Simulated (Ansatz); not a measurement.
# C₂H₅InS: basis-set convergence

The task here is to estimate one member of a computed series from the others.

Program: Ansatz 0.2.0, Gaussian basis. Level of theory: one geometry, several basis sets. These are calculated values, not measurements.

Levels to be run: PBE0-D4/def2-SVP; ωB97M-V/def2-SVP; PBE0-D4/def2-QZVPP; ωB97M-V/def2-QZVPP; the functionals' def2-TZVPP values are taken from earlier runs.

## Structure used throughout

The geometry comes from an earlier relaxation with PBE0-D4 in a triple-zeta def2 set; it is a stationary point, not always the lowest conformer. In takes the def2 core potential; no spin-orbit term is included.

SMILES `S/C=[CH]\[InH2]`, 9 atoms, charge 0, spin multiplicity 1.

Atoms are counted from 1 here; the program's logs count them from 0.

Bond lengths: S1–C2 1.743 Å, S1–H5 1.346 Å, C2–C3 1.338 Å, C2–H6 1.090 Å, C3–In4 2.126 Å, C3–H7 1.088 Å, In4–H8 1.721 Å, In4–H9 1.730 Å. Angles: C2–S1–H5 97.6°, S1–C2–C3 130.4°, S1–C2–H6 109.1°, C3–C2–H6 120.6°, C2–C3–In4 128.0°, C2–C3–H7 114.6°, In4–C3–H7 117.4°, C3–In4–H8 119.1°, C3–In4–H9 119.9°, H8–In4–H9 121.1°.

The first run:

The input, in.yaml:

```yaml
crystal:
  periodic: [false, false, false]
  atoms:
    - {symbol: S, position_ang: [-0.606242, 2.184812, 0.403540]}
    - {symbol: C, position_ang: [0.799658, 1.156730, 0.341683]}
    - {symbol: C, position_ang: [0.906707, -0.149314, 0.071151]}
    - {symbol: In, position_ang: [-0.648203, -1.519400, -0.402946]}
    - {symbol: H, position_ang: [-1.524402, 1.249504, 0.096813]}
    - {symbol: H, position_ang: [1.685085, 1.750006, 0.571213]}
    - {symbol: H, position_ang: [1.922928, -0.536475, 0.103233]}
    - {symbol: H, position_ang: [-0.247432, -3.162729, -0.719331]}
    - {symbol: H, position_ang: [-2.288088, -0.973124, -0.465356]}
basis:
  gaussian: {orbitals: def2-SVP}
hamiltonian: {xc: pbe0, dispersion: d4}
output: {orbitals: {seedname: orbitals}}
```

Command:

```console
> ansatz run in.yaml --threads 4 --pin off --events-out ev --progress --plain --max-ram 10444MiB
```

Among the steps run: PBE0-D4 in def2-SVP; ωB97M-V in def2-SVP; PBE0-D4 in def2-QZVPP; ωB97M-V in def2-QZVPP.

One table of the session follows, with a row left open; its other results are not shown here.

It belongs to the step «Density functionals: the series». 

| functional | basis | HOMO (eV) | LUMO (eV) |
| --- | --- | --- | --- |
| PBE0-D4 | def2-SVP | -6.52 | -1.91 |
| PBE0-D4 | def2-TZVPP | -6.62 | -1.97 |
| PBE0-D4 | def2-QZVPP | -6.64 | -1.99 |
| ωB97M-V | def2-SVP | -8.56 | -0.29 |
| ωB97M-V | def2-TZVPP | -8.68 | -0.44 |
| ωB97M-V | def2-QZVPP | ? | ? |

Q: Estimate the row for ωB97M-V, def2-QZVPP from the others.

As computed: HOMO (eV): -8.71; LUMO (eV): -0.47. In the column «HOMO (eV)» it is the lowest.
